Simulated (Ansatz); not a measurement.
# C2HClF2Zr: how energies converge with the basis set

One table from this session's results is given with a row withheld; the runs are named, their logs left out.

Program: Ansatz 0.2.0, Gaussian basis. Level of theory: one geometry, several basis sets. These are calculated values, not measurements.

Levels to be run: PBE0-D4/def2-SVP; ωB97M-V/def2-SVP; PBE0-D4/def2-QZVPP; ωB97M-V/def2-QZVPP; the functionals' def2-TZVPP values are taken from earlier runs.

## Structure used throughout

The geometry comes from an earlier relaxation with PBE0-D4 in a triple-zeta def2 set; it is a stationary point, not always the lowest conformer. Zr takes the def2 core potential; no spin-orbit term is included.

SMILES `C#[C][Zr]([F])([F])[Cl]`, 7 atoms, charge 0, spin multiplicity 1.

Atoms are counted from 1 here; the program's logs count them from 0.

Bond lengths: C1–C2 1.215 Å, C1–H7 1.068 Å, C2–Zr3 2.167 Å, Zr3–F4 1.885 Å, Zr3–F5 1.885 Å, Zr3–Cl6 2.335 Å. Angles: C2–C1–H7 180.0°, C1–C2–Zr3 179.4°, C2–Zr3–F4 108.7°, C2–Zr3–F5 108.7°, C2–Zr3–Cl6 108.9°, F4–Zr3–F5 109.5°, F4–Zr3–Cl6 110.5°, F5–Zr3–Cl6 110.5°.

Set-up of the first run:

File in.yaml:

```yaml
crystal:
  periodic: [false, false, false]
  atoms:
    - {symbol: C, position_ang: [1.694350, -0.989679, 1.071175]}
    - {symbol: C, position_ang: [0.778304, -0.463976, 0.470649]}
    - {symbol: Zr, position_ang: [-0.848843, 0.462938, -0.619315]}
    - {symbol: F, position_ang: [-2.024903, -0.884533, -1.213578]}
    - {symbol: F, position_ang: [-0.137925, 1.377542, -2.105924]}
    - {symbol: Cl, position_ang: [-1.960168, 1.949075, 0.797783]}
    - {symbol: H, position_ang: [2.499184, -1.451376, 1.599201]}
basis:
  gaussian: {orbitals: def2-SVP}
hamiltonian: {xc: pbe0, dispersion: d4}
output: {orbitals: {seedname: orbitals}}
```

Started as:

```
$ ansatz run in.yaml --threads 4 --pin off --events-out ev --progress --plain --max-ram 10444MiB
```

Steps of the session up to this table: PBE0-D4 in def2-SVP; ωB97M-V in def2-SVP; PBE0-D4 in def2-QZVPP; ωB97M-V in def2-QZVPP.

One table of the session follows, with a row left open; its other results are not shown here.

It belongs to the step «Functionals by basis». 

| functional | basis | HOMO (eV) | LUMO (eV) |
| --- | --- | --- | --- |
| PBE0-D4 | def2-SVP | ? | ? |
| PBE0-D4 | def2-TZVPP | -8.74 | -2.46 |
| PBE0-D4 | def2-QZVPP | -8.75 | -2.46 |
| ωB97M-V | def2-SVP | -10.92 | -0.29 |
| ωB97M-V | def2-TZVPP | -10.95 | -0.39 |
| ωB97M-V | def2-QZVPP | -10.96 | -0.40 |

**Question.** Estimate the row for PBE0-D4, def2-SVP.

**Answer.** HOMO (eV): -8.73; LUMO (eV): -2.40. In the column «HOMO (eV)» it is the highest.
